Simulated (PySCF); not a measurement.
# C3H8BBrN2: the cost of one run

Computed with PySCF 2.14.0, with density-fitted response routines of our own, on a single molecule in the gas phase. Atoms count from 0, in the outputs and in this text.

## 1. Starting geometry

15 atoms, charge 0, multiplicity 1; geometry from: GFN2-xTB.

Bonds of the start (Å): C0–N1 1.16, N1–B2 1.58, B2–Br3 1.97, B2–N4 1.48, N4–C5 1.44, N4–C6 1.42, C0–H7 1.05, B2–H8 1.18, C5–H9 1.09, C5–H10 1.10, C5–H11 1.09, C6–H12 1.09, C6–H13 1.09, C6–H14 1.13.

## 2. Ultraviolet spectrum: wB97X-D/def2-SVPD

Job settings and geometry (Å):

```
{"job": {"kind": "uv", "xc": "wB97X-D", "basis": "def2-SVPD", "nstates": 8, "ntriplets": 3}, "charge": 0, "multiplicity": 1}
C      2.138068    -0.353644     0.016922
N      1.701731     0.719649    -0.054450
B      0.355786     1.473482     0.285788
Br     0.609121     1.968009     2.180991
N     -0.657404     0.417460     0.088467
C     -1.206682     0.236275    -1.235676
C     -0.520121    -0.792292     0.817972
H      2.755441    -1.208082     0.014239
H      0.259611     2.412266    -0.421278
H     -2.189642    -0.233901    -1.165099
H     -0.564827    -0.395967    -1.865167
H     -1.315201     1.204732    -1.717047
H     -0.495294    -0.595078     1.889879
H     -1.328731    -1.485157     0.591310
H      0.453729    -1.302211     0.551236
```

With the program's defaults for keys left out, this is: TDDFT wB97X-D/def2-SVPD, vertical, gas phase, core orbitals frozen in the response.

Run with:

```
$ OMP_NUM_THREADS=1 python probes_run.py task.json out
```

This one command runs all jobs of the session in turn.

Q: Estimate the wall time and peak memory of this job on 1 thread of Arm Neoverse V1, shared host.

About 74 s, with a peak of 0.96 GiB.
